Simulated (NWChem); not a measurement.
# AlH3S (SMILES [AlH2][SH]) at CAM-B3LYP/cc-pVDZ

Aim: the electronic atomisation energy of AlH3S at CAM-B3LYP/cc-pVDZ, from 4 runs. 

The calculation is run with NWChem 7.3.0.

## (1) Starting point

The species is AlH3S (5 atoms), meant as a singlet with charge 0. As SMILES, `[AlH2][SH]`. The coordinates come from a PBE0-D4/def2-TZVP relaxation.

Bond lengths: Al1–S2 2.181 Å, Al1–H3 1.579 Å, Al1–H4 1.581 Å, S2–H5 1.344 Å. Angles: Al1–S2–H5 93.7°, S2–Al1–H3 116.5°, S2–Al1–H4 118.9°, H3–Al1–H4 124.6°.

## (2) The energy at CAM-B3LYP/cc-pVDZ (run 1)

Contents of input.nw:

```
echo
start input
title "AlH3S"
memory 2200 mb

geometry noautosym nocenter noautoz
 Al   -0.616100   -0.064200   -0.181700
 S     1.129100   -0.343100    1.096600
 H    -1.981700   -0.650100    0.351100
 H    -0.441100    0.696000   -1.556400
 H     1.959700    0.287800    0.249000
end

basis spherical bse
 Al library cc-pVDZ
 S library cc-pVDZ
 H library cc-pVDZ
end

dft
 xc xcamb88 1.00 lyp 0.81 vwn_5 0.19 hfexch 1.00
 cam 0.33 cam_alpha 0.19 cam_beta 0.46
 grid fine
 convergence energy 1e-08
 direct
 iterations 100
 mulliken
 noprint "final vectors analysis"
end

task dft energy
```

The run is started by

```sh
$ nwchem input.nw > input.out
```

The log of the run:

```text
[...]
          Wavefunction type:  closed shell.
          No. of atoms     :     5
          No. of electrons :    32
[...]
          Charge           :     0
          Spin multiplicity:     1
[...]
          AO basis - number of functions:    51
[...]
              XC Information
              --------------
                     Hartree-Fock (Exact) Exchange  1.000
                   CAM-Becke88 Exchange Functional  1.000
                      VWN V Correlation Functional  0.190 local
              Lee-Yang-Parr Correlation Functional  0.810
[...]
 d= 0,ls=0.0,diis     1   -642.4294347759 -7.16D+02  9.03D-03  1.74D-01     1.8
[...]
 d= 0,ls=0.0,diis     8   -642.4550773598 -2.28D-09  8.47D-07  2.78D-09    12.1
         Total DFT energy =     -642.455077359845
      One electron energy =    -1035.865884269985
           Coulomb energy =      365.057897402341
    Exchange-Corr. energy =      -45.461995570272
 Nuclear repulsion energy =       73.814905078071
[...]
      Total Density - Mulliken Population Analysis
     ---------------------------------------------
    Atom       Charge   Shell Charges
 -----------   ------   -------------------------------------------------------
    1 Al  13    12.67   2.00  2.02  0.74  0.29  6.01  1.00  0.39  0.21
    2 S   16    16.21   2.00  2.03  0.93  0.83  6.01  2.39  1.98  0.04
    3 H    1     1.10   0.70  0.39  0.01
    4 H    1     1.11   0.70  0.40  0.01
    5 H    1     0.91   0.69  0.18  0.03
[...]
```

It took 13 s on 1 thread of Intel Xeon 6975P-C (Granite Rapids), shared host; peak memory 0.11 GiB.

## (3) The Al atom, same level (run 2)

Contents of job.nw:

```
start job
memory total 2200 mb
charge 0
geometry units au noautosym nocenter noautoz
  Al   0.00000000   0.00000000   0.00000000
end
basis spherical bse
  Al library cc-pVDZ
end
dft
  xc xcamb88 1.00 lyp 0.81 vwn_5 0.19 hfexch 1.00
  cam 0.33 cam_alpha 0.19 cam_beta 0.46
  mult 2
  grid fine
  convergence energy 1e-08
  direct
  iterations 100
  mulliken
  noprint "final vectors analysis"
end
task dft
```

Run the same way, it converges to -242.36299 Eh (log not shown).

Run 3 isn't shown in full; the table further down has it.

## (4) The S atom (run 4)

Contents of s.nw:

```
echo
start s
title "S"
memory total 2200 mb
geometry units angstrom noautosym nocenter noautoz
   S     0.000000    0.000000    0.000000
end
basis spherical bse
   * library cc-pVDZ
end
dft
   xc xcamb88 1.00 lyp 0.81 vwn_5 0.19 hfexch 1.00
   cam 0.33 cam_alpha 0.19 cam_beta 0.46
   mult 3
   grid fine
   convergence energy 1e-08
   direct
   iterations 100
   mulliken
   noprint "final vectors analysis"
end
task dft
```

The run is started by

```sh
$ nwchem s.nw > s.out
```

The log of the run:

```text
[...]
          Wavefunction type:  spin polarized.
          No. of atoms     :     1
          No. of electrons :    16
[...]
          Charge           :     0
          Spin multiplicity:     3
[...]
          AO basis - number of functions:    18
[...]
              XC Information
              --------------
                     Hartree-Fock (Exact) Exchange  1.000
                   CAM-Becke88 Exchange Functional  1.000
                      VWN V Correlation Functional  0.190 local
              Lee-Yang-Parr Correlation Functional  0.810
[...]
 d= 0,ls=0.0,diis     1   -398.1073613878 -3.98D+02  1.08D-02  2.99D-02     0.2
[...]
 d= 0,ls=0.0,diis     6   -398.1192037188 -9.09D-09  1.18D-06  1.29D-10     0.8
[...]
         Total DFT energy =     -398.119203718757
      One electron energy =     -549.537114392713
           Coulomb energy =      177.062976792425
    Exchange-Corr. energy =      -25.645066118468
 Nuclear repulsion energy =        0.000000000000
[...]
      Total Density - Mulliken Population Analysis
     ---------------------------------------------
    Atom       Charge   Shell Charges
 -----------   ------   -------------------------------------------------------
    1 S   16    16.00   2.00  2.02  1.00  0.97  6.01  2.14  1.85  0.00
     --------------------------------------------
      Spin Density - Mulliken Population Analysis
     --------------------------------------------
    Atom       Charge   Shell Charges
 -----------   ------   -------------------------------------------------------
    1 S   16     2.00  -0.00  0.00  0.01 -0.01  0.00  1.13  0.87  0.00
[...]
      <S2> =      2.0023 (Exact =     2.0000)
[...]
```

It took 1.4 s on 1 thread of Intel Xeon 6975P-C (Granite Rapids), shared host; peak memory 0.1 GiB.

## (5) All runs side by side

```tsv
run	level	partner	energy (Eh)	wall time
1	CAM-B3LYP/cc-pVDZ	base	-642.455077	13 s
2	UCAM-B3LYP/cc-pVDZ	atoms	-242.362993	1.3 s
3	UCAM-B3LYP/cc-pVDZ	atoms	-0.497894	0.66 s
4	UCAM-B3LYP/cc-pVDZ	atoms	-398.119204	1.4 s
```

## (6) Summary of results

Level: CAM-B3LYP/cc-pVDZ.

| quantity | value |
| --- | --- |
| S atom: total energy | -398.11920 Eh |
| S atom: ⟨S²⟩ | 2.002 |
| electronic atomisation energy | 13.040 eV |

What this shows: Taking the molecule apart into free atoms costs 13.04 eV (1258 kJ/mol), before zero-point energy and without spin-orbit coupling. All runs together took 16 s, the longest 13 s.
